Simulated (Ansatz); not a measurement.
A first try at a relaxation of the ions of In3As, space group Pm-3m, using Ansatz 0.2.0, Python API.

Run as a notebook:

In [1]:
```python
from dataclasses import dataclass

import ansatz
from ase import Atoms
from ase.io import write
import numpy as np
```

In [2]:
```python
@dataclass
class RunConfig:
    filling: str = "Fixed"
    functional: str = "lda"
    cutoff: int = 450
    force_tol: float = 0.05
```

In [3]:
```python
settings = RunConfig()
```

In [4]:
```python
lattice = ansatz.Lattice.of(
    [4.671681, 0.0, 0.0],
    [0.0, 4.671681, 0.0],
    [0.0, 0.0, 4.671681],
)
sites = [
    ("In", [0.0, 0.5, 0.5]),
    ("In", [0.5, 0.0, 0.5]),
    ("In", [0.5, 0.5, 0.0]),
    ("As", [0.0, 0.0, 0.0]),
]
system = ansatz.Crystal(lattice=lattice)
for symbol, position in sites:
    system = system.atom(symbol, position)
```

In [5]:
```python
len(system.resolved().sites)
```
Out [5]:
```text
4
```

In [6]:
```python
base = (
    system.calculation()
    .kpoints(3)
    .occupations(settings.filling)  # whole-number filling, right only where there is a gap
    .functional(settings.functional)
    .basis(settings.cutoff)
    .pseudopotentials("paw")
    .relax(force_tolerance=settings.force_tol, random_displacement=True, displacement_amplitude=0.05, displacement_seed=775)  # relax until the tolerances are met
)
steps = []
```

In [7]:
```python
def collect(event):
    if event["event"] == "relax_step":
        steps.append(event["data"])
```

In [8]:
```python
out = base.session().plan().execute(on_event=collect)
r = out.report
```
```text
RunWarning: iter 1: σ=0 fill of 27 bands saw a band overlap (occupied 9.9468 eV > unoccupied 9.4702 eV) — on an unconverged iterate often a transient of an unconverged empty band; one that stands at [...]
RunWarning: the bands overlap at the fill by count (27 filled at each k-point of a channel): the highest filled level, 10.048217 eV at k-index 8, stands 0.4736 eV over the lowest empty one, 9.574638 [...]
```

In [9]:
```python
r["kpoints_frac"][:4]
```
Out [9]:
```text
[[0.0, 0.0, 0.0], [0.0, 0.0, 0.3333333333333333], [0.0, 0.3333333333333333, 0.0],
 [0.0, 0.3333333333333333, 0.3333333333333333]]
```

In [10]:
```python
for s in steps:
    flag = "" if s["accepted"] else "  (rejected)"
    print("step %2d  E = %.5f eV  largest force component = %.4f eV/A%s" % (s["step"], s["lagrangian_ev"], s["allowed_force_max_ev_ang"], flag))

first, last = steps[0], steps[-1]
symbols = [site.symbol for site in out.lattice.sites]
print(f"energy gained {first['lagrangian_ev'] - last['lagrangian_ev']:.4f} eV in {len(steps) - 1} steps")
```
```text
step  1  E = -21144.24687 eV  largest force component = 0.1477 eV/A
step  2  E = -21144.26925 eV  largest force component = 0.2962 eV/A
step  3  E = -21144.27561 eV  largest force component = 0.3271 eV/A
step  4  E = -21144.33544 eV  largest force component = 0.4262 eV/A
step  5  E = -21144.41167 eV  largest force component = 0.3982 eV/A
step  6  E = -21144.47915 eV  largest force component = 0.2728 eV/A
step  7  E = -21144.50591 eV  largest force component = 0.1059 eV/A
step  8  E = -21144.51487 eV  largest force component = 0.1833 eV/A
step  9  E = -21144.52579 eV  largest force component = 0.1314 eV/A
step 10  E = -21144.53429 eV  largest force component = 0.0405 eV/A
step 11  E = -21144.53429 eV  largest force component = 0.0403 eV/A
energy gained 0.2874 eV in 10 steps
```

In [11]:
```python
print("atom   start x y z (A)              end x y z (A)")
for symbol, a, b in zip(symbols, first["positions_ang"], last["positions_ang"]):
    print(f"{symbol:3s}", " ".join(f"{v:8.4f}" for v in a), "  ", " ".join(f"{v:8.4f}" for v in b))
```
```text
atom   start x y z (A)              end x y z (A)
In    0.0080   2.3097   2.2940     -0.2220   2.0363   2.3370
In    2.3184   0.0335   2.3687      2.2165  -0.0438   2.3502
In    2.3487   2.3496   0.0463      2.1794   2.4696   0.0188
As    0.0422   0.0253  -0.0088      0.5434   0.2560  -0.0058
```

In [12]:
```python
relaxed = Atoms(symbols, positions=[site.position_ang for site in out.lattice.sites], cell=out.lattice.cell_ang, pbc=True)
write("relaxed.extxyz", relaxed, format="extxyz")
```

In [13]:
```python
energy = r["free_energy_ev"]
print("In3As: {:.6f} eV = {:.6f} Ry = {:.6f} Ha".format(energy, energy / 13.605693, energy / 27.211386))
print("Fermi level {:.4f} eV, {} k-points, {} symmetry operations".format(r["fermi_energy_ev"], r["n_kpoints"], r["n_symmetry_ops"]))
```
```text
In3As: -21144.534294 eV = -1554.094620 Ry = -777.047310 Ha
Fermi level 10.0482 eV, 14 k-points, 1 symmetry operations
```

No error stopped it. What is wrong with the input all the same?

The fault: fixed occupations, though the bands overlap at this level of theory. The change:

```diff
--- before
+++ after
@@
 class RunConfig:
-    filling: str = "Fixed"
+    filling: str = "fermi_dirac"
+    smearing_width: float = 0.1
     functional: str = "lda"
@@
     .kpoints(3)
-    .occupations(settings.filling)  # whole-number filling, right only where there is a gap
+    .occupations(settings.filling, width=settings.smearing_width)  # fractional filling near the Fermi level
     .functional(settings.functional)
```

Run as a notebook:

(earlier cells as before)

In [2]:
```python
@dataclass
class RunConfig:
    filling: str = "fermi_dirac"
    smearing_width: float = 0.1
    functional: str = "lda"
    cutoff: int = 450
    force_tol: float = 0.05
```

In [3]:
```python
settings = RunConfig()
```

In [4]:
```python
lattice = ansatz.Lattice.of(
    [4.671681, 0.0, 0.0],
    [0.0, 4.671681, 0.0],
    [0.0, 0.0, 4.671681],
)
sites = [
    ("In", [0.0, 0.5, 0.5]),
    ("In", [0.5, 0.0, 0.5]),
    ("In", [0.5, 0.5, 0.0]),
    ("As", [0.0, 0.0, 0.0]),
]
system = ansatz.Crystal(lattice=lattice)
for symbol, position in sites:
    system = system.atom(symbol, position)
```

In [5]:
```python
len(system.resolved().sites)
```
Out [5]:
```text
4
```

In [6]:
```python
base = (
    system.calculation()
    .kpoints(3)
    .occupations(settings.filling, width=settings.smearing_width)  # fractional filling near the Fermi level
    .functional(settings.functional)
    .basis(settings.cutoff)
    .pseudopotentials("paw")
    .relax(force_tolerance=settings.force_tol, random_displacement=True, displacement_amplitude=0.05, displacement_seed=775)  # relax until the tolerances are met
)
steps = []
```

In [7]:
```python
def collect(event):
    if event["event"] == "relax_step":
        steps.append(event["data"])
```

In [8]:
```python
out = base.session().plan().execute(on_event=collect)
r = out.report
```

In [9]:
```python
r["kpoints_frac"][:4]
```
Out [9]:
```text
[[0.0, 0.0, 0.0], [0.0, 0.0, 0.3333333333333333], [0.0, 0.3333333333333333, 0.0],
 [0.0, 0.3333333333333333, 0.3333333333333333]]
```

In [10]:
```python
for s in steps:
    flag = "" if s["accepted"] else "  (rejected)"
    print("step %2d  E = %.5f eV  largest force component = %.4f eV/A%s" % (s["step"], s["lagrangian_ev"], s["allowed_force_max_ev_ang"], flag))

first, last = steps[0], steps[-1]
symbols = [site.symbol for site in out.lattice.sites]
print(f"energy gained {first['lagrangian_ev'] - last['lagrangian_ev']:.4f} eV in {len(steps) - 1} steps")
```
```text
step  1  E = -21144.62228 eV  largest force component = 0.1067 eV/A
step  2  E = -21144.63521 eV  largest force component = 0.1852 eV/A
step  3  E = -21144.65568 eV  largest force component = 0.5133 eV/A
step  4  E = -21144.81027 eV  largest force component = 0.3139 eV/A
step  5  E = -21144.83748 eV  largest force component = 0.4140 eV/A
step  6  E = -21144.88402 eV  largest force component = 0.1053 eV/A
step  7  E = -21144.88735 eV  largest force component = 0.0777 eV/A
step  8  E = -21144.88324 eV  largest force component = 0.1684 eV/A  (rejected)
step  9  E = -21144.89688 eV  largest force component = 0.0357 eV/A
step 10  E = -21144.89633 eV  largest force component = 0.0903 eV/A  (rejected)
step 11  E = -21144.90012 eV  largest force component = 0.0383 eV/A
step 12  E = -21144.90293 eV  largest force component = 0.0393 eV/A
step 13  E = -21144.90328 eV  largest force component = 0.0516 eV/A
step 14  E = -21144.90621 eV  largest force component = 0.0147 eV/A
step 15  E = -21144.90622 eV  largest force component = 0.0147 eV/A
energy gained 0.2839 eV in 14 steps
```

In [11]:
```python
print("atom   start x y z (A)              end x y z (A)")
for symbol, a, b in zip(symbols, first["positions_ang"], last["positions_ang"]):
    print(f"{symbol:3s}", " ".join(f"{v:8.4f}" for v in a), "  ", " ".join(f"{v:8.4f}" for v in b))
```
```text
atom   start x y z (A)              end x y z (A)
In    0.0080   2.3097   2.2940     -0.2809   2.0870   2.3483
In    2.3184   0.0335   2.3687      2.1947  -0.2023   2.3422
In    2.3487   2.3496   0.0463      2.2769   2.4516   0.0217
As    0.0422   0.0253  -0.0088      0.5267   0.3818  -0.0120
```

In [12]:
```python
relaxed = Atoms(symbols, positions=[site.position_ang for site in out.lattice.sites], cell=out.lattice.cell_ang, pbc=True)
write("relaxed.extxyz", relaxed, format="extxyz")
```

In [13]:
```python
energy = r["free_energy_ev"]
print("In3As: {:.6f} eV = {:.6f} Ry = {:.6f} Ha".format(energy, energy / 13.605693, energy / 27.211386))
print("Fermi level {:.4f} eV, {} k-points, {} symmetry operations".format(r["fermi_energy_ev"], r["n_kpoints"], r["n_symmetry_ops"]))
```
```text
In3As: -21144.906215 eV = -1554.121956 Ry = -777.060978 Ha
Fermi level 9.8161 eV, 14 k-points, 1 symmetry operations
```

`relaxed.extxyz`, as written:
```text
4
Lattice="4.671681 0.0 0.0 0.0 4.671681 0.0 0.0 0.0 4.671681" Properties=species:S:1:pos:R:3 pbc="T T T"
In      -0.28087833       2.08704760       2.34827481
In       2.19465697      -0.20228458       2.34218493
In       2.27687936       2.45156785       0.02174482
As       0.52667261       0.38180949      -0.01200263
```

Notes:
- Absolute energies stand on the zero of these potentials, so only differences at equal settings mean something. A total without «per atom» is that of the cell as typed.
- For a metal this k-point mesh is coarse: on a finer one energies can move by several to tens of meV an atom and pressures by half a GPa or more, differences at one mesh by less.
- The zero of the levels is a convention of the potentials, so an absolute Fermi energy is no work function.
- Energies along a relaxation are free energies. A last row that repeats the one before re-solves the same geometry more tightly.
- The first row is the displaced cell, and groups found at tight tolerances show what the force threshold leaves of the kick.
- The cell relaxed to the group P1; tensors and edges are in the axes of the typed cell.
- This cell is a computed structure, which may not be the phase found in nature.
- Timing: 42 s on 1 thread of AMD EPYC 7B13 (Zen 3), on a shared host, peak memory 0.5 GiB.

(A comment or docstring line of the script was reworded after the run, the code is as it ran; lines on the test bed's own set-up are left out of the output.)
